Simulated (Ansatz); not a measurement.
# BaLi2S2: the cost of one run

Program: Ansatz 0.2.0. Level of theory: DFT PBE, scalar-relativistic, plane waves, PAW. These are calculated values, not measurements.

1 further run of the same task is left out (it didn't finish).

### 1 Starting point

Symmetry: P-3m1, No. 164, trigonal system. Conventional cell: a = 4.137 Å, b = 4.137 Å, c = 6.704 Å, α = 90.00°, β = 90.00°, γ = 120.00°. Around Ba (site symmetry -3m) lie 6 Li at 2.93 Å. Li (site symmetry 3m) is surrounded by 4 S at 2.50 to 2.59 Å. S (site symmetry 3m) is surrounded by 4 Li at 2.50 to 2.59 Å.

As a file:

```cif
data_structure
_symmetry_space_group_name_H-M 'P 1'
_symmetry_Int_Tables_number 1
_cell_length_a 4.1372
_cell_length_b 4.1372
_cell_length_c 6.7036
_cell_angle_alpha 90.000
_cell_angle_beta 90.000
_cell_angle_gamma 120.000
_cell_volume 99.37
loop_
_atom_site_label
_atom_site_type_symbol
_atom_site_fract_x
_atom_site_fract_y
_atom_site_fract_z
_atom_site_occupancy
Ba1 Ba 0.00000 0.00000 0.00000 1
Li1 Li 0.66667 0.33333 0.74783 1
Li2 Li 0.33333 0.66667 0.25217 1
S1 S 0.66667 0.33333 0.36111 1
S2 S 0.33333 0.66667 0.63889 1
```

A structure generator made this guess: species swapped into a database cell of ZrCu2P2 (P-3m1, No. 164), with Ba on the Zr sites, S on the Cu sites and Li on the P sites. Its size is a rough estimate.

### 2 A first look at the guess

input.yaml reads:

```yaml
crystal:
  lattice:
    - [4.13722274, 0.0, 0.0]
    - [-2.06861137, 3.58294, 0.0]
    - [0.0, 0.0, 6.70361127]
  atoms:
    - { symbol: Ba, position: [0.0, 0.0, 0.0] }
    - { symbol: Li, position: [0.66666667, 0.33333333, 0.74782646] }
    - { symbol: Li, position: [0.33333333, 0.66666667, 0.25217354] }
    - { symbol: S, position: [0.66666667, 0.33333333, 0.36111188] }
    - { symbol: S, position: [0.33333333, 0.66666667, 0.63888812] }
basis:
  ecutwfc: 420
kpoints:
  mp_grid: { grid: [6, 6, 4] }
hamiltonian:
  xc: pbe
scf:
  occupations: { method: gaussian, width: 0.1 }
  lower_state_search: "off"
output:
  forces: true
  stress: true
  eigenvalues: true
```

The run is started by

```bash
ansatz run input.yaml --threads 1 --pin off --max-ram 2048MiB --backend cpu --events-out ev --progress --plain --runs-dir out
```

**Question.** How long does this run take on 1 thread of Arm Neoverse N1, shared host, and how much memory does it need?

About 5.1 s, with a peak of 0.36 GiB.
